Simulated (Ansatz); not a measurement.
# AlBFH3O2: a ladder of functionals and wavefunction methods

Aim: compute AlBFH3O2 with functionals from several rungs and with coupled cluster. The yardstick is the atomisation energy at the CCSD(T) limit.

Computed with Ansatz 0.2.0, Gaussian basis. Level: functionals in def2-TZVPP, the program's frozen cores in correlated methods.

Levels to be run: LDA (SPW92), PBE-D4, revPBE-D4, BLYP-D4, r2SCAN-D4, B97M-V, PBE0-D4, B3LYP-D4, r2SCANh-D4, r2SCAN0-D4, HSE06-D4, BHLYP-D4, CAM-B3LYP-D4, LC-ωPBE, ωB97X-V, ωB97M-V, B2PLYP, PBE-QIDH; CCSD(T)/def2-SVP; CCSD(T)/def2-TZVPP; MP2/def2-QZVPP; extrapolation to the limit; RPA on PBE.

## 1. The geometry

The geometry comes from an earlier relaxation with PBE0-D4 in a triple-zeta def2 set; it is a stationary point, not always the lowest conformer.

SMILES `B[O][Al]([OH])[F]`, 8 atoms, charge 0, spin multiplicity 1.

Atoms are counted from 1 here; the program's logs count them from 0.

Bond lengths: B1–O2 1.335 Å, B1–H6 1.203 Å, B1–H7 1.203 Å, O2–Al3 1.664 Å, Al3–O4 1.677 Å, Al3–F5 1.640 Å, O4–H8 0.955 Å. Angles: O2–B1–H6 119.4°, O2–B1–H7 119.4°, H6–B1–H7 121.2°, B1–O2–Al3 178.9°, O2–Al3–O4 119.3°, O2–Al3–F5 119.0°, O4–Al3–F5 121.7°, Al3–O4–H8 123.4°.

## 2. LDA

This LDA is Slater exchange with PW92 correlation.

Input file in.yaml:

```yaml
crystal:
  periodic: [false, false, false]
  atoms:
    - {symbol: B, position_ang: [-0.239153, 1.927830, 0.039369]}
    - {symbol: O, position_ang: [-0.056447, 0.616609, -0.135170]}
    - {symbol: Al, position_ang: [0.146774, -1.023319, -0.333481]}
    - {symbol: O, position_ang: [0.269388, -2.005761, 1.020448]}
    - {symbol: F, position_ang: [0.223503, -1.635891, -1.853125]}
    - {symbol: H, position_ang: [-1.358132, 2.363445, 0.117182]}
    - {symbol: H, position_ang: [0.718242, 2.652692, 0.114435]}
    - {symbol: H, position_ang: [0.388025, -2.952705, 0.974542]}
basis:
  gaussian: {orbitals: def2-TZVPP}
hamiltonian: {xc: lda}
output: {orbitals: {seedname: orbitals}}
```

The run is started by

```
$ ansatz run in.yaml --threads 2 --pin off --events-out ev --progress --plain --max-ram 4352MiB
```

After this run come: PBE-D4 (GGA); revPBE-D4 (GGA); BLYP-D4 (GGA); r2SCAN-D4 (meta-GGA); B97M-V (meta-GGA); B3LYP-D4 (hybrid); r2SCANh-D4 (hybrid); r2SCAN0-D4 (hybrid); HSE06-D4 (hybrid); BHLYP-D4 (hybrid); CAM-B3LYP-D4 (range-separated); LC-ωPBE (range-separated); ωB97X-V (range-separated); ωB97M-V (range-separated); B2PLYP (double hybrid); PBE-QIDH (double hybrid); CCSD(T) in def2-SVP; CCSD(T) in def2-TZVPP; MP2 in def2-QZVPP; RPA on PBE orbitals.

Q: Predict the results of all the runs planned. Wanted: atomisation energy, CCSD(T)/CBS; farthest beyond LDA; mean size of error, GGA; mean size of error, meta-GGA; mean size of error, hybrid; mean size of error, range-separated; mean size of error, double hybrid; gap, smallest and largest; T1 diagnostic.

**Answer**, as computed:

```
                               quantity                                             value
        atomisation energy, CCSD(T)/CBS                                         34.364 eV
    functionals within 0.172 eV (0.5 %)  PBE-D4, r2SCAN-D4, B97M-V, CAM-B3LYP-D4, ωB97M-V
                    farthest beyond LDA                              BHLYP-D4 (-1.414 eV)
                mean size of error, GGA                                          0.396 eV
           mean size of error, meta-GGA                                          0.081 eV
             mean size of error, hybrid                                          0.678 eV
    mean size of error, range-separated                                          0.142 eV
      mean size of error, double hybrid                                          0.456 eV
              gap, smallest and largest         4.73 eV (LDA (SPW92)), 12.26 eV (LC-ωPBE)
                          T1 diagnostic                                            0.0132
triples share of the correlation energy                                             3.1 %
```

**Reading.** LDA overbinds by 4.428 eV (13 %). PBE-D4 misses by +0.147 eV. Double hybrids carry the basis error of their MP2 part in triple zeta, and no dispersion term here, so their miss is partly the set-up's. The rungs meta-GGA, range-separated miss on average by less than the doubt on the reference (0.172 eV), so they tie; hybrid functionals have the largest mean beyond LDA (0.678 eV), BHLYP with half exact exchange included. Misses under about 0.172 eV are within the doubt on the reference itself, which lacks core-valence correlation, relativity and higher excitations. Hartree-Fock recovers 74 % of the binding; the rest is correlation. CCSD(T) in def2-SVP is off by -2.161 eV, which most functionals beat. Orbital gaps span 4.7 to 12.3 eV; exact exchange widens them.
